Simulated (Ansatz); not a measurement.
# Y5F: the cost of one run

Program: Ansatz 0.2.0. Level of theory: DFT PBE, scalar-relativistic, plane waves, PAW, unless a step names another level. These are calculated values, not measurements.

9 further runs of the same task are left out: 1 that didn't finish, 8 set aside as unsound or not needed. Runs told in other sessions of the task aren't counted.

## (1) Plan

Pauling electronegativities: Y 1.22, F 3.98 (spread 2.76). No set of common oxidation states balances it. Tabulated atomic sizes suggest about 21 Å³/atom. 26 candidates were drawn, by swapping species into database cells of other compounds, at random by space group and Wyckoff sites, or by hand, as the table says:

```tsv
name	made from	space group no.	Wyckoff sites	atoms (primitive cell)	V (Å³/atom)
c01	database cell of Zr5Sn	189	Y 2c, 3g; F 1a	6	26.6
c02	database cell of GdCu5	191	Y 2c, 3g; F 1a	6	21.3
c03	random	164	Y 2d, 2c, 1a; F 1b	6	24.5
c04	database cell of ZrCu5	216	Y 4c, 16e; F 4a	6	21.8
c05	database cell of MgCd5	187	Y 2i, 2g, 1f; F 1a	6	20.3
c06	random	2	Y 1c, 1d, 2i, 1b; F 1e	6	24.6
c07	random	191	Y 3g, 2c; F 1b	6	26.3
c08	random	187	Y 3k, 2i; F 1a	6	22.0
c09	random	187	Y 2i, 1b, 2g; F 1e	6	21.4
c10	database cell of Mg5Bi	189	Y 3f, 2d; F 1b	6	27.7
c11	random	164	Y 2d, 2d, 1b; F 1a	6	21.3
c12	database cell of Hf5Pb	123	Y 2h, 2g, 1b; F 1c	6	23.0
c13	random	71	Y 8l, 2c; F 2d	6	26.4
c14	random	42	Y 8c, 8b, 4a; F 4a	6	25.1
c15	random	38	Y 8f, 2b; F 2a	6	24.8
c16	random	38	Y 8f, 2b; F 2a	6	25.6
c17	random	166	Y 9e, 6c; F 3a	6	20.8
c18	random	79	Y 8c, 2a; F 2a	6	22.8
c19	random	123	Y 4i, 1b; F 1a	6	25.9
c20	random	191	Y 4h, 1b; F 1a	6	22.5
c21	database cell of HfPd5	65	Y 4i, 2c, 4j; F 2a	6	21.6
c22	random	38	Y 8f, 2b; F 2a	6	22.4
c23	random	35	Y 4e, 4e, 2a; F 2b	6	26.5
c24	random	81	Y 4h, 1b; F 1a	6	26.7
c25	random	191	Y 3g, 2e; F 1a	6	24.3
c26	random	139	Y 8g, 2b; F 2a	6	26.7
```

## (2) Screening run of c18

File input.yaml:

```yaml
crystal:
  lattice:
    - [-3.61754232, 3.61754232, 2.60948491]
    - [3.61754232, -3.61754232, 2.60948491]
    - [3.61754232, 3.61754232, -2.60948491]
  atoms:
    - { symbol: "Y", position: [0.98763675, 0.43804974, 0.90835303] }
    - { symbol: "Y", position: [0.52969671, 0.07928372, 0.09164697] }
    - { symbol: "Y", position: [0.43804974, 0.52969671, 0.45041299] }
    - { symbol: "Y", position: [0.07928372, 0.98763675, 0.54958701] }
    - { symbol: "Y", position: [0.40511301, 0.40511301, 0.0] }
    - { symbol: F, position: [0.90860865, 0.90860865, 0.0] }
basis:
  ecutwfc: 420
kpoints:
  mp_grid: { grid: [4, 4, 4] }
hamiltonian:
  xc: pbe
scf:
  occupations: { method: gaussian, width: 0.2 }
  lower_state_search: "off"
output:
  forces: true
  stress: true
  eigenvalues: true
relax:
  adjacent_minimum: "off"
  f_tol: 0.08
  max_steps: 16
  cell: { stress_tol: 0.8 }
```

The run is started by

```
ansatz run input.yaml --threads 1 --pin off --max-ram 2560MiB --backend cpu --events-out ev --progress --plain --runs-dir out
```

**Question.** How long does this run take on 1 thread of Arm Neoverse V2, shared host, and how much memory does it need?

About 96 s, with a peak of 0.39 GiB.
